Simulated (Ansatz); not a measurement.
# GaH5O3 (built from SMILES O.[OH][GaH][OH]): search for a transition state

Is there a first-order saddle for this four-centre ligand exchange, which should form Ga1–O6, H2–H5 and break Ga1–H2, H5–O6, and which two structures does it connect?

The runs use Ansatz 0.2.0, Gaussian basis; PBE0-D4, def2-SVP first, then def2-TZVP.

152 further runs of the same task are left out: 152 set aside as unsound or not needed. Runs told in other sessions of the task aren't counted.

## 1. The system as given

The guess: 9 atoms, charge 0, spin multiplicity 1.

Atoms are counted from 1 here; the program's logs count them from 0.

Bond lengths: Ga1–H2 1.741 Å, Ga1–O3 1.731 Å, Ga1–O4 1.736 Å, Ga1–H5 1.893 Å, Ga1–O6 1.847 Å, O3–H7 0.954 Å, O4–H8 0.953 Å, O6–H9 0.961 Å. Angles: H2–Ga1–O3 107.4°, H2–Ga1–O4 114.7°, H2–Ga1–H5 34.6°, H2–Ga1–O6 76.6°, O3–Ga1–O4 117.9°, O3–Ga1–H5 113.2°, O3–Ga1–O6 112.5°, O4–Ga1–H5 127.5°, O4–Ga1–O6 120.1°, H5–Ga1–O6 42.1°, Ga1–O3–H7 122.9°, Ga1–O4–H8 127.3°, Ga1–O6–H9 149.9°.

As a file:

```xyz
9

Ga   -0.0190   -0.0600    0.2937
H    -1.1880    1.1263   -0.2149
O    -0.8970   -1.4420    0.8567
O     1.2532    0.5588    1.2996
H    -0.8335    0.7895   -1.1887
O     0.1619   -0.0400   -1.5443
H    -0.8547   -1.7504    1.7588
H     1.8712    1.2528    1.0886
H     0.5059   -0.4351   -2.3495
```

Distances that are to change: Ga1–O6 1.85 Å, H2–H5 1.09 Å, Ga1–H2 1.74 Å, H5–O6 1.34 Å.

## 2. Constrained relaxation of the guess

The input, hold/in.yaml:

```yaml
crystal:
  periodic: [false, false, false]
  atoms:
    - {symbol: Ga, position_ang: [-0.019000, -0.060000, 0.293700]}
    - {symbol: H, position_ang: [-1.188000, 1.126300, -0.214900]}
    - {symbol: O, position_ang: [-0.897000, -1.442000, 0.856700]}
    - {symbol: O, position_ang: [1.253200, 0.558800, 1.299600]}
    - {symbol: H, position_ang: [-0.833500, 0.789500, -1.188700]}
    - {symbol: O, position_ang: [0.161900, -0.040000, -1.544300]}
    - {symbol: H, position_ang: [-0.854700, -1.750400, 1.758800]}
    - {symbol: H, position_ang: [1.871200, 1.252800, 1.088600]}
    - {symbol: H, position_ang: [0.505900, -0.435100, -2.349500]}
basis:
  gaussian: {orbitals: def2-SVP}
hamiltonian: {xc: pbe0, dispersion: d4}
relax: {f_tol: 0.04, max_steps: 150, escape_saddle: false, constraints: [{distance: [0, 5]}, {distance: [1, 4]}, {distance: [0, 1]}, {distance: [4, 5]}]}
```

The run is started by

```console
$ ansatz run in.yaml --threads 4 --pin off --events-out ev --progress --plain --max-ram 9574MiB
```

The runs that follow: A starting Hessian; Saddle search in the small basis; Saddle search in triple zeta; Vibrations at the point found; Relaxing after a step of 0.30 Å one way along the mode; Relaxing after a step of 0.30 Å the other way along the mode.

Before running it: what results should come out? Wanted: imaginary mode; barrier from the start side; barrier from the end side; energy of the step; pairs that change; zero-point energy at the saddle.

The runs gave:

| quantity | value |
| --- | --- |
| imaginary mode | 1273i cm⁻¹ |
| barrier from the start side | 1.282 eV |
| barrier from the end side | 0.961 eV |
| energy of the step | +0.321 eV |
| pairs that change | Ga1–O6 tightened, H2–H5 formed, Ga1–H2 broken, H5–O6 broken |
| zero-point energy at the saddle | 1.479 eV |

**Reading.** One imaginary mode, 1273i cm⁻¹, makes this a first-order saddle. It joins the planned start and end. At PBE0-D4/def2-TZVP the electronic barrier is 1.282 eV, about 50 kT at 298 K, and the step runs 0.321 eV uphill. The barrier is thin enough for tunnelling; the leading (Wigner) term alone is a factor of 2.6 at 298 K. A step off the saddle overshot and began above it in energy, so the link to its end is likely but not proven. The ends are the nearest minima, not always the lowest complexes.
